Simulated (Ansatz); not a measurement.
## C3H8FNSi, SMILES FC1CCN[SiH2]1: a geometry optimisation, step by step

With Ansatz's Python interface.

Interactive session:
```pycon
>>> import itertools
>>> import ansatz as az
>>> from ase import Atoms
>>> from ase.data import atomic_numbers, covalent_radii
>>> import numpy as np
>>> atoms = Atoms(['F', 'C', 'C', 'C', 'N', 'Si', 'H', 'H', 'H', 'H', 'H', 'H', 'H', 'H'], positions=[
...     (-0.7197, 2.3346, -0.3342),
...     (-0.4519, 1.1604, 0.292),
...     (-1.1767, 0.0044, -0.4211),
...     (-0.3939, -1.288, -0.1239),
...     (1.0413, -0.9604, -0.2367),
...     (1.3751, 0.6991, 0.1628),
...     (-0.765, 1.2372, 1.3379),
...     (-1.2044, 0.1915, -1.5032),
...     (-2.2169, -0.0694, -0.0861),
...     (-0.6655, -2.0867, -0.8211),
...     (-0.6187, -1.6311, 0.894),
...     (1.5971, -1.588, 0.3392),
...     (2.1206, 1.3008, -0.9667),
...     (2.0785, 0.6957, 1.4671),
... ])
>>> c3h8fnsi = az.Crystal.molecule_from_ase(atoms)
>>> base = c3h8fnsi.calculation()
>>> base = base.basis(gaussian='def2-SVP')
>>> base = base.functional('b3lyp')
>>> symbols = [site.symbol for site in c3h8fnsi.cartesian_sites]
>>> start = np.array([site.position_ang for site in c3h8fnsi.cartesian_sites], dtype=float)
>>> rep = base.relax(force_tolerance=0.02, max_steps=100).run(threads=1).report

>>> end = np.array(rep['positions_ang'])
>>> print(f'E = {rep["free_energy_ev"]:.6f} eV = {rep["free_energy_ev"] / 27.211386246:.7f} Ha')
E = -15318.556733 eV = -562.9465766 Ha
>>> print('converged:', rep['converged'], ' doubts:', rep['published_state_doubts'] or 'none')
converged: True  doubts: none
>>> radius = [covalent_radii[atomic_numbers[s]] for s in symbols]
>>> span = lambda where, i, j: np.linalg.norm(where[i] - where[j])
>>> bonded = [(i, j) for i, j in itertools.combinations(range(len(symbols)), 2) if min(span(start, i, j), span(end, i, j)) < 1.2 * (radius[i] + radius[j])]
>>> print('pair        before    after (A)')
pair        before    after (A)
>>> for i, j in bonded:
...     print(f'{symbols[i]}{i}-{symbols[j]}{j}'.ljust(10), f'{span(start, i, j):8.4f} {span(end, i, j):8.4f}')
...
F0-C1        1.3574   1.3918
C1-C2        1.5395   1.5333
C1-Si5       1.8888   1.9212
C1-H6        1.0945   1.1070
C2-C3        1.5399   1.5367
C2-H7        1.0985   1.1034
C2-H8        1.0953   1.1022
C3-N4        1.4764   1.4641
C3-H9        1.0944   1.1044
C3-H10       1.0974   1.1107
N4-Si5       1.7392   1.7386
N4-H11       1.0171   1.0125
Si5-H12      1.4811   1.4936
Si5-H13      1.4819   1.4969
>>> charges = rep['charge_distribution']
>>> print('dipole moment', round(4.803205 * float(np.linalg.norm(charges['dipole_moment_e_ang'])), 3), 'D')
dipole moment 2.537 D
>>> print('Mulliken:', [(s, round(q, 3)) for s, q in zip(symbols, charges['mulliken_charges_e'])])
Mulliken: [('F', -0.276), ('C', 0.059), ('C', -0.019), ('C', 0.149), ('N', -0.418), ('Si', 0.557), ('H', 0.017), ('H', 0.025), ('H', 0.014), ('H', 0.004), ('H', -0.001), ('H', 0.118), ('H', -0.11), ('H', -0.119)]
>>> with open('c3h8fnsi_opt.xyz', 'w') as handle:
...     handle.write(f'{len(symbols)}\nrelaxed C3H8FNSi\n')
...     handle.writelines(f'{s:2s} {x:11.6f} {y:11.6f} {z:11.6f}\n' for s, (x, y, z) in zip(symbols, end))
...
20
```

`c3h8fnsi_opt.xyz`, as written:
```text
14
relaxed C3H8FNSi
F    -0.780275    2.381070   -0.305958
C    -0.454865    1.164167    0.285987
C    -1.157349   -0.001548   -0.420181
C    -0.423370   -1.299989   -0.050268
N     1.009536   -1.000246   -0.073562
Si    1.400126    0.673010    0.191436
H    -0.774649    1.215160    1.344600
H    -1.073330    0.173745   -1.506320
H    -2.229900   -0.055445   -0.172086
H    -0.676857   -2.099951   -0.768241
H    -0.765103   -1.652720    0.945980
H     1.636576   -1.792041   -0.002816
H     2.140030    1.335901   -0.923919
H     2.149329    0.958987    1.455348
```

Total energies depend on the basis set; only differences at equal settings carry meaning. The end point is the stationary point reached from this start; no frequency run checks that it is a minimum, and the basis set is modest. b3lyp holds the VWN-RPA fit, as in Gaussian; the form of ORCA and Turbomole is b3lyp5. Finished in 79 s on 1 thread of Arm Neoverse V1, on a shared host, peak memory 0.4 GiB.

(Lines on the test bed's own set-up are left out of the output.)
